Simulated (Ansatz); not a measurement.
**ClGeH3OSi: how energies converge with the basis set**

How large a basis does ClGeH3OSi need? Two functionals are run in growing sets.

Computed with Ansatz 0.2.0, Gaussian basis. Level: one geometry, several basis sets.

Plan: PBE0-D4/def2-SVP; ωB97M-V/def2-SVP; PBE0-D4/def2-QZVPP; ωB97M-V/def2-QZVPP; the functionals' def2-TZVPP values are taken from earlier runs.

### 1 Structure used throughout

An earlier PBE0-D4 in a triple-zeta def2 set relaxation fixed the geometry.

SMILES `[SiH3][O][Ge][Cl]`, 7 atoms, charge 0, spin multiplicity 1.

Atoms are counted from 1 here; the program's logs count them from 0.

Bond lengths: Si1–O2 1.655 Å, Si1–H5 1.484 Å, Si1–H6 1.484 Å, Si1–H7 1.484 Å, O2–Ge3 1.768 Å, Ge3–Cl4 2.210 Å. Angles: O2–Si1–H5 107.2°, O2–Si1–H6 110.4°, O2–Si1–H7 110.5°, H5–Si1–H6 109.5°, H5–Si1–H7 109.5°, H6–Si1–H7 109.7°, Si1–O2–Ge3 138.4°, O2–Ge3–Cl4 99.4°.

### 2 PBE0-D4 in def2-SVP

Contents of in.yaml:

```yaml
crystal:
  periodic: [false, false, false]
  atoms:
    - {symbol: Si, position_ang: [0.184376, 0.664213, -0.614167]}
    - {symbol: O, position_ang: [0.434504, -0.959520, -0.413806]}
    - {symbol: Ge, position_ang: [0.076586, -2.215893, 0.776880]}
    - {symbol: Cl, position_ang: [-0.991826, -0.995069, 2.277557]}
    - {symbol: H, position_ang: [0.795867, 1.045421, -1.911263]}
    - {symbol: H, position_ang: [-1.268883, 0.965051, -0.643305]}
    - {symbol: H, position_ang: [0.830677, 1.427798, 0.482404]}
basis:
  gaussian: {orbitals: def2-SVP}
hamiltonian: {xc: pbe0, dispersion: d4}
output: {orbitals: {seedname: orbitals}}
```

Further steps of the session: ωB97M-V in def2-SVP; PBE0-D4 in def2-QZVPP; ωB97M-V in def2-QZVPP.

**Question.** What will the summary of the whole plan be? Wanted: PBE0-D4: double and triple zeta above quadruple; ωB97M-V: double and triple zeta above quadruple.

The runs gave:

```
                                       quantity           value
PBE0-D4: double and triple zeta above quadruple  18.92, 2.00 eV
ωB97M-V: double and triple zeta above quadruple  18.84, 1.91 eV
```

In words: PBE0-D4 gains 16.92 eV from double to triple zeta, then 2.00 eV more. Total energies overstate the basis error of differences, where much of it tends to cancel.
